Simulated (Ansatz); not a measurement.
# wB97M-V/def2-SVP (core potential) run of InSi2H7 (SMILES [SiH3][SiH2][InH2])

What is the vertical ionisation energy of InSi2H7 at wB97M-V/def2-SVP (core potential)? 

The calculation is run with Ansatz 0.2.0.

54 further runs of the same task are left out: 54 set aside as unsound or not needed.

**1. Starting point**

The species is InSi2H7 (10 atoms), meant as a singlet with charge 0. SMILES: `[SiH3][SiH2][InH2]`. Geometry: relaxed at PBE0-D4/def2-TZVP.

Bond lengths: Si1–Si2 2.339 Å, Si2–In3 2.571 Å, Si1–H4 1.488 Å, Si1–H5 1.489 Å, Si1–H6 1.489 Å, Si2–H7 1.491 Å, Si2–H8 1.492 Å, In3–H9 1.728 Å, In3–H10 1.728 Å. Some angles: Si1–Si2–In3 110.2°, Si1–Si2–H7 108.2°, Si1–Si2–H8 107.8°, In3–Si2–H7 111.9°, In3–Si2–H8 111.1°, Si2–Si1–H4 112.1°, Si2–Si1–H5 109.8°, Si2–Si1–H6 109.8°, Si2–In3–H9 121.0°, Si2–In3–H10 120.2°.

**2. The energy at wB97M-V/def2-SVP (core potential)**

Input file job.yaml:

```yaml
crystal:
  periodic: [false, false, false]
  atoms:
    - symbol: Si
      position_ang: [-1.450900, 0.732300, -0.821600]
    - symbol: Si
      position_ang: [0.023100, -0.982700, -0.222400]
    - symbol: In
      position_ang: [1.884800, -0.062700, 1.293100]
    - symbol: H
      position_ang: [-2.541100, 0.248700, -1.711500]
    - symbol: H
      position_ang: [-0.707700, 1.812100, -1.527500]
    - symbol: H
      position_ang: [-2.065700, 1.320500, 0.400500]
    - symbol: H
      position_ang: [-0.761300, -2.056900, 0.451800]
    - symbol: H
      position_ang: [0.588700, -1.557900, -1.477300]
    - symbol: H
      position_ang: [1.761400, -0.160900, 3.013900]
    - symbol: H
      position_ang: [3.268800, 0.707500, 0.601100]
basis:
  gaussian: {orbitals: def2-SVP}
magnetization: {spin_polarized: false, initial_magnetization: 0}
hamiltonian: {xc: {name: wB97M-V}}
accuracy: high
output: {orbitals: {seedname: orbitals}}
```

Run with:

```console
$ ansatz run job.yaml --threads 1 --pin off --max-ram 3480MiB --events-out events.jsonl --progress --plain --runs-dir runs
```

Output:

```text
Warning: RAYON_NUM_THREADS=1 ignored (pool sized by the plan → 1); use --threads N
Functional definition: wB97M-V
  name "wB97M-V"
  parameter omega = 0.3/bohr
  parameter cx = 0.15
  parameter cx01 = 1.007
  parameter cx10 = 0.259
  parameter css00 = 0.443
  parameter css04 = -1.437
  parameter css10 = -4.535
  parameter css20 = -3.390
  parameter css43 = 4.278
  parameter cos00 = 1.000
  parameter cos10 = 1.358
  parameter cos20 = 2.924
  parameter cos21 = -8.812
  parameter cos60 = -1.390
  parameter cos61 = 9.142
  parameter b = 6.0
  parameter c = 0.01
  gx(w, u) = 1 - cx + cx01*u + cx10*w
  gss(w, u) = css00 + css04*u^4 + css10*w + css20*w^2 + css43*w^4*u^3
  gos(w, u) = cos00 + cos10*w + (cos20 + cos21*u)*w^2 + (cos60 + cos61*u)*w^6
  exchange = spin_sum(e_x_unif_sr(omega)*gx(b97_w, b97_u_x)) + cx*exact_x_sr(omega) + exact_x_lr(omega)
  correlation = spin_sum(e_c_pw_mod_same_spin*gss(b97_w, b97_u_same))
      + integral(e_c_pw_mod_opposite_spin*gos(b97_w_opposite, b97_u_opposite)) + vv10(b, c)
2240 factors; integrals over basis functions are off by at most 8.6e-9 eV
487 factors; integrals over basis functions are off by at most 1.9e-9 eV
mean field evaluation 1: about -21033.1221 eV, gradient 1.1e1 eV
mean field evaluation 2: about -21033.6073 eV, gradient 4.2e0 eV
mean field evaluation 4: about -21033.6639 eV, gradient 1.7e-1 eV
mean field evaluation 8: about -21033.7280 eV, gradient 5.7e-3 eV
mean field evaluation 16: about -21033.7280 eV, gradient 1.2e-5 eV
mean field -21033.72798672 eV, -772.9752463392 hartree, gradient 3.7e-8 eV, S^2 0.000000; 0 other end points of the search recorded, 0 dependent functions left out
reference -21033.72799310 eV, -772.9752465734 hartree; 28, 28 occupied and 69, 69 virtual orbitals, 2240 factors
Total energy: -21033.72799310 eV, -772.9752465734 hartree
```

Run time: 2 min. Hardware: 1 thread of Arm Neoverse V1, shared host; peak memory 0.76 GiB.

**3. The doublet cation**

Input file molecule.yaml:

```yaml
crystal:
  periodic: [false, false, false]
  atoms:
    - {symbol: Si, position_ang: [-1.450900, 0.732300, -0.821600]}
    - {symbol: Si, position_ang: [0.023100, -0.982700, -0.222400]}
    - {symbol: In, position_ang: [1.884800, -0.062700, 1.293100]}
    - {symbol: H, position_ang: [-2.541100, 0.248700, -1.711500]}
    - {symbol: H, position_ang: [-0.707700, 1.812100, -1.527500]}
    - {symbol: H, position_ang: [-2.065700, 1.320500, 0.400500]}
    - {symbol: H, position_ang: [-0.761300, -2.056900, 0.451800]}
    - {symbol: H, position_ang: [0.588700, -1.557900, -1.477300]}
    - {symbol: H, position_ang: [1.761400, -0.160900, 3.013900]}
    - {symbol: H, position_ang: [3.268800, 0.707500, 0.601100]}
basis:
  gaussian: {orbitals: def2-SVP}
total_charge: 1
magnetization: {spin_polarized: true, initial_magnetization: 1}
hamiltonian: {xc: {name: wB97M-V}}
accuracy: high
output: {orbitals: {seedname: orbitals}}
```

Run with:

```console
$ ansatz run molecule.yaml --threads 1 --pin off --max-ram 3480MiB --events-out events.jsonl --progress --plain --runs-dir runs
```

Output:

```text
Warning: RAYON_NUM_THREADS=1 ignored (pool sized by the plan → 1); use --threads N
[... 19 set-up lines as earlier in the session ...]
  gx(w, u) = 1 - cx + cx01*u + cx10*w
  gss(w, u) = css00 + css04*u^4 + css10*w + css20*w^2 + css43*w^4*u^3
  gos(w, u) = cos00 + cos10*w + (cos20 + cos21*u)*w^2 + (cos60 + cos61*u)*w^6
[... 2 set-up lines as earlier in the session ...]
      + integral(e_c_pw_mod_opposite_spin*gos(b97_w_opposite, b97_u_opposite)) + vv10(b, c)
2236 factors; integrals over basis functions are off by at most 8.6e-9 eV
487 factors; integrals over basis functions are off by at most 1.9e-9 eV
mean field evaluation 1: about -21023.5803 eV, gradient 9.4e0 eV
mean field evaluation 2: about -21024.3040 eV, gradient 4.3e0 eV
mean field evaluation 4: about -21024.4397 eV, gradient 2.6e-1 eV
mean field evaluation 8: about -21024.5135 eV, gradient 9.3e-2 eV
mean field evaluation 16: about -21024.5148 eV, gradient 3.4e-3 eV
mean field evaluation 32: about -21024.5148 eV, gradient 1.2e-6 eV
mean field -21024.51476970 eV, -772.6366668585 hartree, gradient 9.7e-8 eV, S^2 0.755258; 4 other end points of the search recorded, 0 dependent functions left out
reference -21024.51477603 eV, -772.6366670913 hartree; 28, 27 occupied and 69, 70 virtual orbitals, 2236 factors
Total energy: -21024.51477603 eV, -772.6366670913 hartree
```

It took 4.6 min on 1 thread of Arm Neoverse V1, shared host; peak memory 1.4 GiB.

**4. Outcome**

Level: wB97M-V/def2-SVP (core potential).

| quantity | value |
| --- | --- |
| singlet InSi2H7: total energy | -772.97525 Eh |
| singlet InSi2H7: HOMO energy | -9.18 eV |
| singlet InSi2H7: LUMO energy | -0.59 eV |
| singlet InSi2H7: HOMO–LUMO gap | 8.60 eV |
| doublet cation: total energy | -772.63667 Eh |
| doublet cation: HOMO energy (highest over α and β) | -15.17 eV |
| doublet cation: LUMO energy (lowest over α and β) | -9.24 eV |
| doublet cation: ⟨S²⟩ | 0.755 |
| vertical ionisation energy (to the doublet cation) | 9.213 eV |

Removing an electron at fixed nuclei costs 9.21 eV (889 kJ/mol). −ε(HOMO) before ionisation, 9.18 eV, is 0.03 eV below this ionisation energy.
